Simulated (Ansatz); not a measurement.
# H3O+ with HBr: superposition error and deformation, part 2 of 3

Ansatz 0.2.0, Gaussian basis.

**13. CCSD(T)/def2-TZVPPD**

The inputs:

a/in.yaml

```yaml
crystal:
  periodic: [false, false, false]
  atoms:
    - {symbol: O, position_ang: [-0.147094, 0.083977, -1.070414]}
    - {symbol: H, position_ang: [0.365631, 0.779124, -1.519167]}
    - {symbol: H, position_ang: [0.107251, -0.032553, -0.060678]}
    - {symbol: H, position_ang: [-0.131977, -0.751045, -1.570417]}
basis:
  gaussian: {orbitals: "def2-TZVPPD.json"}
total_charge: 1
correlation: {method: ccsd_t}
```

b/in.yaml

```yaml
crystal:
  periodic: [false, false, false]
  atoms:
    - {symbol: Br, position_ang: [0.546779, -0.240141, 1.872243]}
    - {symbol: H, position_ang: [-0.740590, 0.160638, 2.348434]}
basis:
  gaussian: {orbitals: "def2-TZVPPD.json"}
correlation: {method: ccsd_t}
```

Each run has its own folder and the same command.

Started as:

```sh
$ ansatz run in.yaml --threads 2 --pin off --events-out ev --progress --plain --max-ram 5222MiB
```

a printed (excerpt; [...] marks lines left out):

```text
Functional definition: HF
  name "HF"
  cite "Fock, Z. Phys. 61, 126 (1930) doi:10.1007/BF01340294"
  parent pbe
[...]
511 factors; integrals over basis functions are off by at most 1.2e-3 eV
[...]
mean field -2077.25147547 eV, -76.3375837118 hartree, gradient 1.2e-6 eV, S^2 0.000000; 0 other end points of the search recorded, 0 dependent functions left out
1 core orbitals not correlated: weight in the atoms' cores, before any rotation towards them, 1.000 or more for the frozen orbitals, at most 0.000 for the correlated occupied ones
reference -2077.25147547 eV, -76.3375837118 hartree; 4, 4 occupied and 86, 86 virtual orbitals, 511 factors
second order -7.01456318 eV of doubles, -0.00000000 eV of singles
cycle   1  -7.09601336 eV  change   -8.1e-2 eV  update   3.7e-2
[...]
cycle   8  -7.24384513 eV  change    1.2e-6 eV  update   8.0e-6
perturbative correction -0.19209790 eV, -0.0070594677 hartree
Total energy: -2084.68741850 eV, -76.6108495781 hartree
```

Output in b (excerpt; [...] marks lines left out):

```text
[... 4 set-up lines as earlier in the session ...]
[...]
448 factors; integrals over basis functions are off by at most 1.6e-3 eV
[...]
mean field -70014.95389276 eV, -2573.0020977187 hartree, gradient 1.8e-6 eV, S^2 0.000000; 0 other end points of the search recorded, 0 dependent functions left out
9 core orbitals not correlated: weight in the atoms' cores, before any rotation towards them, 1.000 or more for the frozen orbitals, at most 0.000 for the correlated occupied ones
reference -70014.95389276 eV, -2573.0020977187 hartree; 9, 9 occupied and 56, 56 virtual orbitals, 448 factors
second order -7.88053003 eV of doubles, -0.00000000 eV of singles
cycle   1  -7.96377208 eV  change   -8.3e-2 eV  update   4.5e-2
[...]
cycle   7  -8.15153404 eV  change    2.3e-6 eV  update   1.4e-5
perturbative correction -0.24610651 eV, -0.0090442472 hartree
Total energy: -70023.35153331 eV, -2573.3107053167 hartree
```

Times: 0.6 s (a), 0.55 s (b) on 2 threads of AMD EPYC 9R45, shared host.

**14. Relaxing H3O+ alone**

Contents of relax-a/in.yaml:

```yaml
crystal:
  periodic: [false, false, false]
  atoms:
    - {symbol: O, position_ang: [-0.147094, 0.083977, -1.070414]}
    - {symbol: H, position_ang: [0.365631, 0.779124, -1.519167]}
    - {symbol: H, position_ang: [0.107251, -0.032553, -0.060678]}
    - {symbol: H, position_ang: [-0.131977, -0.751045, -1.570417]}
basis:
  gaussian: {orbitals: def2-TZVP}
total_charge: 1
hamiltonian: {xc: pbe0, dispersion: d4}
relax: {f_tol: 0.005, max_steps: 200}
```

Started as:

```sh
$ ansatz run in.yaml --threads 2 --pin off --events-out ev --progress --plain --max-ram 5222MiB
```

Standard output (excerpt; [...] marks lines left out):

```text
[... 5 set-up lines as earlier in the session ...]
[...]
283 factors; their error is unknown
[...]
mean field -2085.77925256 eV, -76.6509737396 hartree, gradient 1.1e-5 eV, S^2 0.000000; 0 other end points of the search recorded, 0 dependent functions left out
[...]
Total energy: -2085.88355633 eV, -76.6548068324 hartree
Atom 0 at    -0.139608     0.081030    -1.055106 Å, force     0.000070    -0.000053     0.000893 eV/Å
Atom 1 at     0.367752     0.789254    -1.499968 Å, force    -0.000158    -0.000667    -0.000175 eV/Å
Atom 2 at     0.102259    -0.029154    -0.113690 Å, force    -0.000179     0.000078    -0.000587 eV/Å
Atom 3 at    -0.136592    -0.761627    -1.551912 Å, force     0.000267     0.000642    -0.000131 eV/Å
Dipole moment:     0.287892    -0.093618    -0.000105 e Å
```

It took 0.9 s on 2 threads of AMD EPYC 9R45, shared host.

The steps of the relaxation:

```tsv
step	energy from step 1 (eV)	largest force component (eV/Å)
1	0.0000	2.5169
2	-0.0898	0.8610
3	-0.0961	0.2046
4	-0.0999	0.0110
5	-0.0999	0.0009
```

Close pairs (by a distance rule), those that changed most:

```tsv
bond	before (Å)	after (Å)	change (Å)
O1–H3	1.048	0.978	-0.070
O1–H2	0.973	0.978	+0.005
O1–H4	0.973	0.978	+0.005
```

**15. Relaxing HBr alone**

Contents of relax-b/in.yaml:

```yaml
crystal:
  periodic: [false, false, false]
  atoms:
    - {symbol: Br, position_ang: [0.546779, -0.240141, 1.872243]}
    - {symbol: H, position_ang: [-0.740590, 0.160638, 2.348434]}
basis:
  gaussian: {orbitals: def2-TZVP}
hamiltonian: {xc: pbe0, dispersion: d4}
relax: {f_tol: 0.005, max_steps: 200}
```

Started as:

```sh
$ ansatz run in.yaml --threads 2 --pin off --events-out ev --progress --plain --max-ram 5222MiB
```

Standard output (excerpt; [...] marks lines left out):

```text
[... 5 set-up lines as earlier in the session ...]
[...]
457 factors; their error is unknown
[...]
mean field -70054.57165054 eV, -2574.4580234633 hartree, gradient 2.2e-5 eV, S^2 0.000000; 0 other end points of the search recorded, 0 dependent functions left out
[...]
reference -70054.57279944 eV, -2574.4580656844 hartree; 18, 18 occupied and 36, 36 virtual orbitals, 457 factors
Total energy: -70054.57831875 eV, -2574.4582685155 hartree
Atom 0 at     0.542550    -0.238824     1.873807 Å, force     0.000300    -0.000093    -0.000111 eV/Å
Atom 1 at    -0.736361     0.159321     2.346870 Å, force    -0.000300     0.000093     0.000111 eV/Å
Dipole moment:    -0.178564     0.055590     0.066050 e Å
```

It took 0.9 s on 2 threads of AMD EPYC 9R45, shared host.

Relaxation path:

```tsv
step	energy from step 1 (eV)	largest force component (eV/Å)
1	0.0000	0.2149
2	-0.0011	0.0374
3	-0.0011	0.0003
```

The bond:

```tsv
bond	before (Å)	after (Å)	change (Å)
Br1–H2	1.430	1.421	-0.009
```

**16. PBE-D4/def2-TZVPPD**

Contents of free-a/in.yaml:

```yaml
crystal:
  periodic: [false, false, false]
  atoms:
    - {symbol: O, position_ang: [-0.139608, 0.081030, -1.055106]}
    - {symbol: H, position_ang: [0.367752, 0.789254, -1.499968]}
    - {symbol: H, position_ang: [0.102259, -0.029154, -0.113690]}
    - {symbol: H, position_ang: [-0.136592, -0.761627, -1.551912]}
basis:
  gaussian: {orbitals: "def2-TZVPPD.json"}
total_charge: 1
hamiltonian: {xc: pbe, dispersion: d4}
```

Contents of free-b/in.yaml:

```yaml
crystal:
  periodic: [false, false, false]
  atoms:
    - {symbol: Br, position_ang: [0.542550, -0.238824, 1.873807]}
    - {symbol: H, position_ang: [-0.736361, 0.159321, 2.346870]}
basis:
  gaussian: {orbitals: "def2-TZVPPD.json"}
hamiltonian: {xc: pbe, dispersion: d4}
```

The same command starts each run, in its folder.

Started as:

```sh
$ ansatz run in.yaml --threads 2 --pin off --events-out ev --progress --plain --max-ram 5222MiB
```

Log of free-a (excerpt; [...] marks lines left out):

```text
[... 4 set-up lines as earlier in the session ...]
[...]
361 factors; their error is unknown
[...]
mean field -2085.90265857 eV, -76.6555088269 hartree, gradient 3.5e-5 eV, S^2 0.000000; 0 other end points of the search recorded, 0 dependent functions left out
reference -2085.90268429 eV, -76.6555097722 hartree; 5, 5 occupied and 86, 86 virtual orbitals, 361 factors
Total energy: -2085.90811039 eV, -76.6557091775 hartree
```

Log of free-b (excerpt; [...] marks lines left out):

```text
[... 4 set-up lines as earlier in the session ...]
[...]
479 factors; their error is unknown
[...]
mean field -70052.16261048 eV, -2574.3694928738 hartree, gradient 2.8e-5 eV, S^2 0.000000; 0 other end points of the search recorded, 0 dependent functions left out
reference -70052.16265390 eV, -2574.3694944694 hartree; 18, 18 occupied and 56, 56 virtual orbitals, 479 factors
Total energy: -70052.16943895 eV, -2574.3697438157 hartree
```

Wall times: 0.25 s (free-a), 0.3 s (free-b) on 2 threads of AMD EPYC 9R45, shared host.

**17. r2SCAN-D4/def2-TZVPPD**

The same edit goes into each in.yaml of step 16 (free-a, free-b):

```diff
-hamiltonian: {xc: pbe, dispersion: d4}
+hamiltonian: {xc: r2scan, dispersion: d4}
```

Each run has its own folder and the same command.

Started as:

```sh
$ ansatz run in.yaml --threads 2 --pin off --events-out ev --progress --plain --max-ram 5222MiB
```

Output in free-a (excerpt; [...] marks lines left out):

```text
[... 5 set-up lines as earlier in the session ...]
[...]
361 factors; their error is unknown
[...]
mean field -2087.12546334 eV, -76.7004460733 hartree, gradient 6.2e-5 eV, S^2 0.000000; 0 other end points of the search recorded, 0 dependent functions left out
reference -2087.12547166 eV, -76.7004463790 hartree; 5, 5 occupied and 86, 86 virtual orbitals, 361 factors
Total energy: -2087.12677315 eV, -76.7004942078 hartree
```

Log of free-b (excerpt; [...] marks lines left out):

```text
[... 5 set-up lines as earlier in the session ...]
[...]
479 factors; their error is unknown
[...]
mean field -70062.30092631 eV, -2574.7420691086 hartree, gradient 1.5e-5 eV, S^2 0.000000; 0 other end points of the search recorded, 0 dependent functions left out
reference -70062.30093777 eV, -2574.7420695300 hartree; 18, 18 occupied and 56, 56 virtual orbitals, 479 factors
Total energy: -70062.30239687 eV, -2574.7421231507 hartree
```

Wall times: 0.45 s (free-a), 0.5 s (free-b) on 2 threads of AMD EPYC 9R45, shared host.

**18. PBE0-D4/def2-TZVPPD**

The same edit goes into each in.yaml of step 17 (free-a, free-b):

```diff
-hamiltonian: {xc: r2scan, dispersion: d4}
+hamiltonian: {xc: pbe0, dispersion: d4}
+output: {orbitals: {seedname: orbitals}}
```

One command serves all of them, each in its own folder.

Started as:

```sh
$ ansatz run in.yaml --threads 2 --pin off --events-out ev --progress --plain --max-ram 5222MiB
```

Output in free-a (excerpt; [...] marks lines left out):

```text
[... 5 set-up lines as earlier in the session ...]
[...]
361 factors; their error is unknown
[...]
mean field -2085.99198178 eV, -76.6587913941 hartree, gradient 2.2e-5 eV, S^2 0.000000; 0 other end points of the search recorded, 0 dependent functions left out
reference -2085.99199973 eV, -76.6587920540 hartree; 5, 5 occupied and 86, 86 virtual orbitals, 361 factors
Total energy: -2085.99634282 eV, -76.6589516595 hartree
```

free-b printed (excerpt; [...] marks lines left out):

```text
[... 5 set-up lines as earlier in the session ...]
[...]
531 factors; their error is unknown
[...]
mean field -70054.61607781 eV, -2574.4596561354 hartree, gradient 7.0e-5 eV, S^2 0.000000; 0 other end points of the search recorded, 0 dependent functions left out
reference -70054.61610650 eV, -2574.4596571894 hartree; 18, 18 occupied and 56, 56 virtual orbitals, 531 factors
Total energy: -70054.62162581 eV, -2574.4598600206 hartree
```

Wall times: 0.25 s (free-a), 0.3 s (free-b) on 2 threads of AMD EPYC 9R45, shared host.

**19. B3LYP-D4/def2-TZVPPD**

The same edit goes into each in.yaml of step 18 (free-a, free-b):

```diff
-hamiltonian: {xc: pbe0, dispersion: d4}
-output: {orbitals: {seedname: orbitals}}
+hamiltonian: {xc: {name: B3LYP}, dispersion: d4}
```

Each run has its own folder and the same command.

Started as:

```sh
$ ansatz run in.yaml --threads 2 --pin off --events-out ev --progress --plain --max-ram 5222MiB
```

Log of free-a (excerpt; [...] marks lines left out):

```text
[... 6 set-up lines as earlier in the session ...]
[...]
361 factors; their error is unknown
[...]
mean field -2088.25579544 eV, -76.7419850120 hartree, gradient 2.6e-5 eV, S^2 0.000000; 0 other end points of the search recorded, 0 dependent functions left out
reference -2088.25593238 eV, -76.7419900441 hartree; 5, 5 occupied and 86, 86 virtual orbitals, 361 factors
Total energy: -2088.26452566 eV, -76.7423058413 hartree
```

Output in free-b (excerpt; [...] marks lines left out):

```text
[... 6 set-up lines as earlier in the session ...]
[...]
515 factors; their error is unknown
[...]
mean field -70063.61974123 eV, -2574.7905346630 hartree, gradient 6.3e-6 eV, S^2 0.000000; 0 other end points of the search recorded, 0 dependent functions left out
reference -70063.61992982 eV, -2574.7905415938 hartree; 18, 18 occupied and 56, 56 virtual orbitals, 515 factors
Total energy: -70063.63106324 eV, -2574.7909507391 hartree
```

Times: 0.3 s (free-a), 0.35 s (free-b) on 2 threads of AMD EPYC 9R45, shared host.

**20. wB97X-V/def2-TZVPPD**

The same edit goes into each in.yaml of step 19 (free-a, free-b):

```diff
-hamiltonian: {xc: {name: B3LYP}, dispersion: d4}
+hamiltonian: {xc: {name: wB97X-V}}
```

The same command starts each run, in its folder.

Started as:

```sh
$ ansatz run in.yaml --threads 2 --pin off --events-out ev --progress --plain --max-ram 5222MiB
```

Output in free-a (excerpt; [...] marks lines left out):

```text
[... 5 set-up lines as earlier in the session ...]
[...]
      + integral(e_c_pw_opposite_spin*poly(b97_u_opposite, cos0, cos1)) + vv10(b, c)
361 factors; their error is unknown
130 factors; integrals over basis functions are off by at most 2.0e-5 eV
[...]
mean field -2087.43186185 eV, -76.7117060108 hartree, gradient 5.2e-5 eV, S^2 0.000000; 0 other end points of the search recorded, 0 dependent functions left out
reference -2087.43186065 eV, -76.7117059669 hartree; 5, 5 occupied and 86, 86 virtual orbitals, 361 factors
Total energy: -2087.43186065 eV, -76.7117059669 hartree
```

Log of free-b (excerpt; [...] marks lines left out):

```text
[... 5 set-up lines as earlier in the session ...]
[...]
      + integral(e_c_pw_opposite_spin*poly(b97_u_opposite, cos0, cos1)) + vv10(b, c)
515 factors; their error is unknown
102 factors; integrals over basis functions are off by at most 6.0e-5 eV
[...]
mean field -70056.31846712 eV, -2574.5222177883 hartree, gradient 1.7e-5 eV, S^2 0.000000; 0 other end points of the search recorded, 0 dependent functions left out
reference -70056.31846532 eV, -2574.5222177222 hartree; 18, 18 occupied and 56, 56 virtual orbitals, 515 factors
Total energy: -70056.31846532 eV, -2574.5222177222 hartree
```

Times: 0.65 s (free-a), 0.75 s (free-b) on 2 threads of AMD EPYC 9R45, shared host.

**21. wB97M-V/def2-TZVPPD**

Each input of step 20 (free-a, free-b) changes in the same lines:

```diff
-hamiltonian: {xc: {name: wB97X-V}}
+hamiltonian: {xc: {name: wB97M-V}}
```

One command serves all of them, each in its own folder.

Started as:

```sh
$ ansatz run in.yaml --threads 2 --pin off --events-out ev --progress --plain --max-ram 5222MiB
```

Output in free-a (excerpt; [...] marks lines left out):

```text
[... 5 set-up lines as earlier in the session ...]
  # Of w^i u^j: cxij and so on, Table III.
[...]
  gx(w, u) = 1 - cx + cx01*u + cx10*w
[...]
      + integral(e_c_pw_mod_opposite_spin*gos(b97_w_opposite, b97_u_opposite)) + vv10(b, c)
361 factors; their error is unknown
130 factors; integrals over basis functions are off by at most 2.0e-5 eV
[...]
mean field -2087.30737040 eV, -76.7071310345 hartree, gradient 6.0e-5 eV, S^2 0.000000; 0 other end points of the search recorded, 0 dependent functions left out
reference -2087.30740082 eV, -76.7071321525 hartree; 5, 5 occupied and 86, 86 virtual orbitals, 361 factors
Total energy: -2087.30740082 eV, -76.7071321525 hartree
```

Output in free-b (excerpt; [...] marks lines left out):

```text
[... 5 set-up lines as earlier in the session ...]
  # Of w^i u^j: cxij and so on, Table III.
[...]
  gx(w, u) = 1 - cx + cx01*u + cx10*w
[...]
      + integral(e_c_pw_mod_opposite_spin*gos(b97_w_opposite, b97_u_opposite)) + vv10(b, c)
508 factors; their error is unknown
102 factors; integrals over basis functions are off by at most 6.0e-5 eV
[...]
mean field -70058.70045957 eV, -2574.6097543963 hartree, gradient 1.6e-5 eV, S^2 0.000000; 0 other end points of the search recorded, 0 dependent functions left out
reference -70058.70050925 eV, -2574.6097562223 hartree; 18, 18 occupied and 56, 56 virtual orbitals, 508 factors
Total energy: -70058.70050925 eV, -2574.6097562223 hartree
```

They took 0.6 s (free-a), 0.8 s (free-b) on 2 threads of AMD EPYC 9R45, shared host.

**22. B2PLYP/def2-TZVPPD**

Each input of step 21 (free-a, free-b) changes in the same lines:

```diff
-hamiltonian: {xc: {name: wB97M-V}}
+hamiltonian: {xc: {name: B2PLYP}}
```

Each run has its own folder and the same command.

Started as:

```sh
$ ansatz run in.yaml --threads 2 --pin off --events-out ev --progress --plain --max-ram 5222MiB
```

Output in free-a (excerpt; [...] marks lines left out):

```text
[... 5 set-up lines as earlier in the session ...]
[...]
512 factors; integrals over basis functions are off by at most 1.1e-3 eV
[...]
mean field -2084.58788721 eV, -76.6071918706 hartree, gradient 1.3e-6 eV, S^2 0.000000; 0 other end points of the search recorded, 0 dependent functions left out
1 core orbitals not correlated: weight in the atoms' cores, before any rotation towards them, 1.000 or more for the frozen orbitals, at most 0.000 for the correlated occupied ones
reference -2084.58796925 eV, -76.6071948855 hartree; 4, 4 occupied and 86, 86 virtual orbitals, 512 factors
second order -8.18442408 eV of doubles, -0.00000000 eV of singles
Total energy: -2086.79776375 eV, -76.6884033356 hartree
```

Output in free-b (excerpt; [...] marks lines left out):

```text
[... 5 set-up lines as earlier in the session ...]
[...]
448 factors; integrals over basis functions are off by at most 1.5e-3 eV
[...]
mean field -70049.80360068 eV, -2574.2828008627 hartree, gradient 2.0e-6 eV, S^2 0.000000; 0 other end points of the search recorded, 0 dependent functions left out
9 core orbitals not correlated: weight in the atoms' cores, before any rotation towards them, 1.000 or more for the frozen orbitals, at most 0.000 for the correlated occupied ones
reference -70049.80371597 eV, -2574.2828050997 hartree; 9, 9 occupied and 56, 56 virtual orbitals, 448 factors
second order -9.29735402 eV of doubles, -0.00000000 eV of singles
Total energy: -70052.31400156 eV, -2574.3750563934 hartree
```

Wall times: 0.45 s (free-a), 0.5 s (free-b) on 2 threads of AMD EPYC 9R45, shared host.

**23. BLYP-D4/def2-TZVPPD**

The same edit goes into each in.yaml of step 22 (free-a, free-b):

```diff
-hamiltonian: {xc: {name: B2PLYP}}
+hamiltonian: {xc: {name: BLYP}, dispersion: d4}
```

Each run has its own folder and the same command.

Started as:

```sh
$ ansatz run in.yaml --threads 2 --pin off --events-out ev --progress --plain --max-ram 5222MiB
```

free-a printed (excerpt; [...] marks lines left out):

```text
[... 4 set-up lines as earlier in the session ...]
[...]
361 factors; their error is unknown
[...]
mean field -2087.71152586 eV, -76.7219834737 hartree, gradient 6.9e-5 eV, S^2 0.000000; 0 other end points of the search recorded, 0 dependent functions left out
reference -2087.71171711 eV, -76.7219905018 hartree; 5, 5 occupied and 86, 86 virtual orbitals, 361 factors
Total energy: -2087.72482058 eV, -76.7224720455 hartree
```

Output in free-b (excerpt; [...] marks lines left out):

```text
[... 4 set-up lines as earlier in the session ...]
[...]
479 factors; their error is unknown
[...]
mean field -70063.42413735 eV, -2574.7833463530 hartree, gradient 1.9e-5 eV, S^2 0.000000; 0 other end points of the search recorded, 0 dependent functions left out
reference -70063.42439696 eV, -2574.7833558935 hartree; 18, 18 occupied and 56, 56 virtual orbitals, 479 factors
Total energy: -70063.44036887 eV, -2574.7839428502 hartree
```

Times: 0.3 s (free-a), 0.3 s (free-b) on 2 threads of AMD EPYC 9R45, shared host.

**24. revPBE-D4/def2-TZVPPD**

Each input of step 23 (free-a, free-b) changes in the same lines:

```diff
-hamiltonian: {xc: {name: BLYP}, dispersion: d4}
+hamiltonian: {xc: {name: revPBE}, dispersion: d4}
```

Each run has its own folder and the same command.

Started as:

```sh
$ ansatz run in.yaml --threads 2 --pin off --events-out ev --progress --plain --max-ram 5222MiB
```

free-a printed (excerpt; [...] marks lines left out):

```text
[... 4 set-up lines as earlier in the session ...]
[...]
361 factors; their error is unknown
[...]
mean field -2087.59170453 eV, -76.7175801211 hartree, gradient 4.1e-5 eV, S^2 0.000000; 0 other end points of the search recorded, 0 dependent functions left out
reference -2087.59173576 eV, -76.7175812686 hartree; 5, 5 occupied and 86, 86 virtual orbitals, 361 factors
Total energy: -2087.61808834 eV, -76.7185497083 hartree
```

Log of free-b (excerpt; [...] marks lines left out):

```text
[... 4 set-up lines as earlier in the session ...]
[...]
479 factors; their error is unknown
[...]
mean field -70056.79573082 eV, -2574.5397569059 hartree, gradient 3.8e-5 eV, S^2 0.000000; 0 other end points of the search recorded, 0 dependent functions left out
reference -70056.79578783 eV, -2574.5397590011 hartree; 18, 18 occupied and 56, 56 virtual orbitals, 479 factors
Total energy: -70056.82093031 eV, -2574.5406829700 hartree
```

Times: 0.25 s (free-a), 0.3 s (free-b) on 2 threads of AMD EPYC 9R45, shared host.

(Continued in part 3 of 3.)
